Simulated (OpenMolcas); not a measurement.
**Rh⁵⁺ among point charges: CASSCF and CASPT2 levels and susceptibility**

How does a field of 4 point charges split the states of Rh⁵⁺, and what χT follows?

Program: OpenMolcas 26.06. Level of theory: state-averaged CASSCF and CASPT2, spin-orbit coupling by RASSI with atomic mean-field integrals. These are calculated values, not measurements, unless marked.

**1. The system**

| Item | Value |
| --- | --- |
| Species | Rh⁵⁺ (rhodium, Z = 45, 40 electrons) |
| Basis | ANO-RCC-VTZP [7s6p4d2f1g], 68 functions |
| Scalar Hamiltonian | DKH2, point nucleus |
| Inactive shells | 1s 2s 2p 3s 3p 3d 4s 4p |
| Active space | 4 electrons in 5 orbitals (4d) |
| Some configurations of this space | 4d⁴ |
| Orbitals | optimised for each spin and parity, averaged over all roots |

Outer shells as boxes (Hund's rule):

4d4
```
4d [↑ ][↑ ][↑ ][↑ ][  ]
```

The ion sits among 4 point charges of -2.5 e arranged as a tetrahedron (Td), 1.8 Å from the ion.

Each step is its own input file, run in one work folder so that later steps find the files of earlier ones. Labels, J, g values, rates, χT and fits are worked out afterwards by a script from the matrices that RASSI stores.

**2. GATEWAY and SEWARD: basis and integrals**

a.inp

```
&GATEWAY
Coord
1

Rh 0.0 0.0 0.0
Basis=ANO-RCC-VTZP
Group=NoSym
NoMove
AngMom=0.0 0.0 0.0
AMFI
XField
4 Angstrom 0
1.039230 1.039230 1.039230 -2.500000
1.039230 -1.039230 -1.039230 -2.500000
-1.039230 1.039230 -1.039230 -2.500000
-1.039230 -1.039230 1.039230 -2.500000
&SEWARD
```

On the command line:

```sh
$ OMP_NUM_THREADS=1 MOLCAS_MEM=1689 MOLCAS_PROJECT=a pymolcas a.inp > a.log
```

**3. CASSCF: quintets, 5 roots**

a.inp

```
&RASSCF
FileOrb=start.orb
Symmetry=1
Spin=5
nActEl=4 0 0
Inactive=18
Ras2=5
CIRoot=5 5 1
SDav=5
CIMx=300
Iter=120 100
PrWF=0.3
OrbListing=Nothing
MaxOrb=0
>>> COPY $Project.JobIph JOB001
```

start.orb holds the contracted functions of the basis, ordered by shell, or the orbitals of the step before.

**4. CASSCF: triplets, 45 roots**

a.inp

```
&RASSCF
FileOrb=start.orb
Symmetry=1
Spin=3
nActEl=4 0 0
Inactive=18
Ras2=5
CIRoot=45 45 1
SDav=45
CIMx=300
Iter=120 100
PrWF=0.3
OrbListing=Nothing
MaxOrb=0
>>> COPY $Project.JobIph JOB002
```

**5. Reference wave functions, singlets, 50 roots**

a.inp

```
&RASSCF
FileOrb=start.orb
Symmetry=1
Spin=1
nActEl=4 0 0
Inactive=18
Ras2=5
CIRoot=50 50 1
SDav=50
CIMx=300
Iter=120 100
PrWF=0.3
OrbListing=Nothing
MaxOrb=0
>>> COPY $Project.JobIph JOB003
```

**6. RASSI: spin-orbit coupling between the states**

a.inp

```
&RASSI
NrOfJobIphs=3 5 45 50
1 2 3 4 5
1 2 3 4 5 6 7 8 9 10 11 12 13 14 15 16 17 18 19 20 21 22 23 24 25 26 27
28 29 30 31 32 33 34 35 36 37 38 39 40 41 42 43 44 45
1 2 3 4 5 6 7 8 9 10 11 12 13 14 15 16 17 18 19 20 21 22 23 24 25 26 27
28 29 30 31 32 33 34 35 36 37 38 39 40 41 42 43 44 45 46 47 48 49 50
IphNames
JOB001
JOB002
JOB003
EJob
SpinOrbit
DIPRint=1.0
SOCoupling=1000.0
Subsets=2
Property=9
'ANGMOM' 1 'ANGMOM' 2 'ANGMOM' 3 'MLTPL  1' 1 'MLTPL  1' 2 'MLTPL  1' 3
'AMFI' 1 'AMFI' 2 'AMFI' 3
SOProperty=3
'ANGMOM' 1 'ANGMOM' 2 'ANGMOM' 3
```

**7. CASPT2: IPEA 0.25, imaginary shift 0.1 (closed shells correlated: 4s 4p)**

a.inp

```
>>> COPY JOB001 $Project.JobIph
&CASPT2
Multistate=5 1 2 3 4 5
NoMult
Frozen=14
IPEA=0.25
Imaginary=0.1
MaxIter=60
WThr=0.0 0.3 0.05
PrWF=0.5
NoMix
>>> COPY JOB002 $Project.JobIph
&CASPT2
Multistate=45 1 2 3 4 5 6 7 8 9 10 11 12 13 14 15 16 17 18 19 20 21 22
23 24 25 26 27 28 29 30 31 32 33 34 35 36 37 38 39 40 41 42 43 44 45
NoMult
Frozen=14
IPEA=0.25
Imaginary=0.1
MaxIter=60
WThr=0.0 0.3 0.05
PrWF=0.5
NoMix
>>> COPY JOB003 $Project.JobIph
&CASPT2
Multistate=50 1 2 3 4 5 6 7 8 9 10 11 12 13 14 15 16 17 18 19 20 21 22
23 24 25 26 27 28 29 30 31 32 33 34 35 36 37 38 39 40 41 42 43 44 45 46
47 48 49 50
NoMult
Frozen=14
IPEA=0.25
Imaginary=0.1
MaxIter=60
WThr=0.0 0.3 0.05
PrWF=0.5
NoMix
```

(Steps that only read results are left out.)

Q: Predict the outcome of this session. Wanted: spin-free ground state; first state of the same spin within the active space; lowest level; next level.

As calculated:

| quantity | value |
| --- | --- |
| method | SS-CASPT2, IPEA 0.25, imaginary shift 0.1 (closed shells correlated: 4s 4p) |
| spin-free ground state | 5T2, 3-fold in its orbital part |
| first state of the same spin within the active space | 5E at 4200 cm⁻¹ |
| lowest level | 1-fold A1 |
| next level | 540.2 cm⁻¹ |
| χT at 300 K | 0.77 cm³ K/mol |
| effective moment at 300 K | 2.48 μB |

Cost by method:

| method | time of its own steps | time with the reference |
| --- | --- | --- |
| A. CASSCF | 24 s | 24 s |
| B. SS-CASPT2, IPEA 0.25, imaginary shift 0.1, +4s 4p | 21 s | 45 s |

Times are of one thread on a shared host.

**Reading.** The spin-free ground state (5T2) comes to 100 % from free-ion D terms and keeps the highest spin of the shell. χT at 300 K is 0.77, against 3.01 cm³ K/mol for the spin alone, so spin-orbit coupling lowers it. An active space of the d shell alone favours high spin; real ions in strong fields can be low spin. CASPT2 does not keep the components of a term degenerate, and the means are used. The field of point charges can differ much from that of real complexes. Point charges carry no covalency, so the field is a model and not that of real ligands.
